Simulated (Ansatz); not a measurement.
# HI: the cost of one run

Method: the levels named in each step, in Ansatz 0.2.0.

### 1 The starting structure

Bond lengths: I1–H2 1.622 Å.

As a file:

```xyz
2

I     0.0000    0.0000    0.0000
H     0.0000    0.0000    1.6219
```

### 2 A rough first relaxation, PBE-D4/def2-SVP

File input.yaml:

```yaml
crystal:
  periodic: [false, false, false]
  atoms:
    - { symbol: I, position_ang: [0.0, 0.0, 0.0] }
    - { symbol: H, position_ang: [0.0, 0.0, 1.62194] }
magnetization:
  spin_polarized: true
  initial_magnetization: 1
total_charge: 1
basis:
  gaussian: { orbitals: def2-SVP }
hamiltonian:
  xc: pbe
  dispersion: d4
relax:
  f_tol: 0.03
  max_steps: 200
```

On the command line:

```bash
$ ansatz run input.yaml --threads 1 --pin off --max-ram 2560MiB --backend cpu --events-out ev --progress --plain --runs-dir out
```

**Question.** How long does this run take on 1 thread of Intel Xeon at 2.50GHz (Skylake/Cascade Lake), shared host, and how much memory does it need?

About 7.1 s, with a peak of 0.1 GiB.
